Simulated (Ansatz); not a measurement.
# YHg: stress in a strained cell

YHg is deformed so: zz strain of +1 %. What stress and forces result, by LAPW, PAW and all-electron datasets made for the crystal?

Program: Ansatz 0.2.0. Level of theory: DFT LDA, scalar-relativistic. These are calculated values, not measurements.

**1. Starting point**

The structure is cubic, space group Pm-3m (No. 221). The conventional cell has a = 3.682 Å, b = 3.682 Å, c = 3.682 Å, α = 90.00°, β = 90.00°, γ = 90.00°. Y (site symmetry m-3m) has 8 Hg at 3.19 Å as nearest neighbours. Hg (site symmetry m-3m) has 8 Y at 3.19 Å as nearest neighbours.

Structure file:

```
Y Hg
1.0
     3.68200    0.00000    0.00000
     0.00000    3.68200    0.00000
     0.00000    0.00000    3.68200
Y Hg
1 1
Direct
  0.50000 0.50000 0.50000
  0.00000 0.00000 0.00000
```

Atoms are numbered in the order of the input: Y1, Hg2.

**2. The deformed structure**

Space group Pm-3m before, P4/mmm after.

**3. Full-potential LAPW**

File input.yaml:

```yaml
crystal:
  lattice:
    - [3.682, 0.0, 0.0]
    - [0.0, 3.682, 0.0]
    - [0.0, 0.0, 3.71882]
  atoms:
    - { symbol: "Y", position: [0.5, 0.5, 0.5] }
    - { symbol: Hg, position: [0.0, 0.0, 0.0] }
kpoints:
  mp_grid: { grid: [11, 11, 11] }
  band_path:
    path:
      - [0.0, 0.0, 0.0]
      - [0.0, 0.5, 0.0]
      - [0.5, 0.5, 0.0]
      - [0.0, 0.0, 0.0]
      - [0.0, 0.0, 0.5]
      - [0.0, 0.5, 0.5]
      - [0.5, 0.5, 0.5]
      - [0.0, 0.0, 0.5]
      - [0.0, 0.5, 0.0]
    npoints: 5
scf:
  occupations: { method: fermi_dirac, width: 0.08 }
hamiltonian:
  xc: lda
  pseudopotentials: { kind: all_electron, lapw: { basis_error: 0.00025 } }
output:
  forces: true
  stress: true
  eigenvalues: true
```

Started as:

```
ansatz run input.yaml --threads 1 --pin off --max-ram 3072MiB --backend cpu --events-out ev --progress --plain --runs-dir out
```

**4. Frozen-core PAW**

File input.yaml:

```yaml
crystal:
  lattice:
    - [3.682, 0.0, 0.0]
    - [0.0, 3.682, 0.0]
    - [0.0, 0.0, 3.71882]
  atoms:
    - { symbol: "Y", position: [0.5, 0.5, 0.5] }
    - { symbol: Hg, position: [0.0, 0.0, 0.0] }
kpoints:
  mp_grid: { grid: [11, 11, 11] }
scf:
  occupations: { method: fermi_dirac, width: 0.08 }
hamiltonian:
  xc: lda
  pseudopotentials: { kind: paw }
output:
  forces: true
  stress: true
  eigenvalues: true
  efg: { contact_densities: true }
```

**5. Datasets made for this crystal**

Edit input.yaml of step 4 so:

```diff
@@ -14,3 +14,3 @@
   xc: lda
-  pseudopotentials: { kind: paw }
+  pseudopotentials: { kind: all_electron, datasets: crystal }
 output:
```

(Steps that only read results are left out.)

What does the calculation give? Wanted: pressure; largest shear or deviatoric stress.

**Answer**, as computed:

| quantity | value |
| --- | --- |
| pressure | LAPW -4.11, PAW -4.11, crystal datasets -4.11 GPa |
| largest shear or deviatoric stress (LAPW) | 0.20 GPa |

In words: The largest part of the stress beyond the pressure is 0.20 GPa in size, in the zz component; the atoms are carried along and not relaxed. No run of the undeformed cell stands beside it, so the pressure holds what the given cell had before the change. PAW: stress within 0.01 GPa of LAPW. Crystal datasets: stress within 0.01 GPa of LAPW. Spin-orbit coupling is left out, though the cell holds Hg; in elements this heavy it can shift bands and gaps by tenths of an eV.
